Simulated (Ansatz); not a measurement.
# C₂H₆BiCl: one species, many methods

How much do the methods differ for C₂H₆BiCl? The plan is to run it at one geometry with functionals of several rungs and with coupled cluster. The yardstick is the atomisation energy at the CCSD(T) limit.

The runs use Ansatz 0.2.0, Gaussian basis; functionals in def2-TZVPP, the program's frozen cores in correlated methods.

Plan: LDA (SPW92), PBE-D4, revPBE-D4, BLYP-D4, r2SCAN-D4, B97M-V, PBE0-D4, B3LYP-D4, r2SCANh-D4, r2SCAN0-D4, HSE06-D4, BHLYP-D4, CAM-B3LYP-D4, LC-ωPBE, ωB97X-V, ωB97M-V, B2PLYP, PBE-QIDH; CCSD(T)/def2-SVP; CCSD(T)/def2-TZVPP; MP2/def2-QZVPP; extrapolation to the limit; RPA on PBE.

## (1) The relaxed structure

An earlier PBE0-D4 in a triple-zeta def2 set relaxation fixed the geometry. Bi takes the def2 core potential; no spin-orbit term is included.

10 atoms, charge 0, spin multiplicity 1.

Atoms are counted from 1 here; the program's logs count them from 0.

Bond lengths: C1–Bi2 2.242 Å, C1–H5 1.092 Å, C1–H6 1.089 Å, C1–H7 1.089 Å, Bi2–C3 2.242 Å, Bi2–Cl4 2.463 Å, C3–H8 1.089 Å, C3–H9 1.089 Å, C3–H10 1.092 Å. Angles: Bi2–C1–H5 109.0°, Bi2–C1–H6 108.2°, Bi2–C1–H7 109.5°, H5–C1–H6 110.2°, H5–C1–H7 109.9°, H6–C1–H7 110.1°, C1–Bi2–C3 92.7°, C1–Bi2–Cl4 93.8°, C3–Bi2–Cl4 93.8°, Bi2–C3–H8 108.2°, Bi2–C3–H9 109.5°, Bi2–C3–H10 109.0°, H8–C3–H9 110.1°, H8–C3–H10 110.2°, H9–C3–H10 109.9°.

## (2) LDA

This LDA is Slater exchange with PW92 correlation.

The input, in.yaml:

```yaml
crystal:
  periodic: [false, false, false]
  atoms:
    - {symbol: C, position_ang: [-0.708094, 1.315199, -0.684720]}
    - {symbol: Bi, position_ang: [0.362938, -0.584285, -1.205506]}
    - {symbol: C, position_ang: [1.088561, -0.875067, 0.895734]}
    - {symbol: Cl, position_ang: [-1.633110, -1.992103, -0.887159]}
    - {symbol: H, position_ang: [0.028515, 2.093735, -0.477563]}
    - {symbol: H, position_ang: [-1.317330, 1.130306, 0.198632]}
    - {symbol: H, position_ang: [-1.339976, 1.616123, -1.519126]}
    - {symbol: H, position_ang: [0.238417, -0.764346, 1.567046]}
    - {symbol: H, position_ang: [1.518262, -1.870671, 0.996745]}
    - {symbol: H, position_ang: [1.844917, -0.120191, 1.118719]}
basis:
  gaussian: {orbitals: def2-TZVPP}
hamiltonian: {xc: lda}
output: {orbitals: {seedname: orbitals}}
```

Run with:

```console
> ansatz run in.yaml --threads 4 --pin off --events-out ev --progress --plain --max-ram 10444MiB
```

After this run come: PBE-D4 (GGA); revPBE-D4 (GGA); BLYP-D4 (GGA); r2SCAN-D4 (meta-GGA); B97M-V (meta-GGA); B3LYP-D4 (hybrid); r2SCANh-D4 (hybrid); r2SCAN0-D4 (hybrid); HSE06-D4 (hybrid); BHLYP-D4 (hybrid); CAM-B3LYP-D4 (range-separated); LC-ωPBE (range-separated); ωB97X-V (range-separated); ωB97M-V (range-separated); B2PLYP (double hybrid); PBE-QIDH (double hybrid); CCSD(T) in def2-SVP; CCSD(T) in def2-TZVPP; MP2 in def2-QZVPP; RPA on PBE orbitals.

Before running them: what should the planned runs give, taken together? Wanted: atomisation energy, CCSD(T)/CBS; farthest beyond LDA; mean size of error, GGA; mean size of error, meta-GGA; mean size of error, hybrid; mean size of error, range-separated; mean size of error, double hybrid; gap, smallest and largest; T1 diagnostic.

As calculated:

| quantity | value |
| --- | --- |
| atomisation energy, CCSD(T)/CBS | 3331.7 kJ/mol |
| functionals within 33.3 kJ/mol (1.0 %) | revPBE-D4, BLYP-D4, r2SCAN-D4, PBE0-D4, B3LYP-D4, r2SCANh-D4, HSE06-D4, CAM-B3LYP-D4, ωB97X-V, ωB97M-V |
| farthest beyond LDA | BHLYP-D4 (-85.1 kJ/mol) |
| mean size of error, GGA | 28.5 kJ/mol |
| mean size of error, meta-GGA | 21.2 kJ/mol |
| mean size of error, hybrid | 29.6 kJ/mol |
| mean size of error, range-separated | 19.9 kJ/mol |
| mean size of error, double hybrid | 43.7 kJ/mol |
| gap, smallest and largest | 3.96 eV (LDA (SPW92)), 10.38 eV (LC-ωPBE) |
| T1 diagnostic | 0.0120 |
| triples share of the correlation energy | 3.5 % |

In words: LDA overbinds by 463.2 kJ/mol (14 %). PBE-D4 misses by +61.2 kJ/mol. Double hybrids carry the basis error of their MP2 part in triple zeta, and no dispersion term here, so their miss is partly the set-up's. The rungs range-separated, meta-GGA, GGA, hybrid miss on average by less than the doubt on the reference (33.3 kJ/mol), so they tie. The reference freezes the cores and leaves out spin-orbit coupling and excitations past (T), and its outer-core shells are covered unevenly, so misses under about 33.3 kJ/mol can't be ranked. All levels share the lack of spin-orbit coupling, which lowers the free heavy atoms and so the true binding. Hartree-Fock recovers 71 % of the binding; the rest is correlation. CCSD(T) in def2-SVP is off by -252.1 kJ/mol, more than most functionals: a good method in a small basis is no reference. The gap grows from 4.0 to 10.4 eV across the functionals, mostly with the share of exact exchange. Correlated methods include outer-core shells of Bi, which these sets cover unevenly.
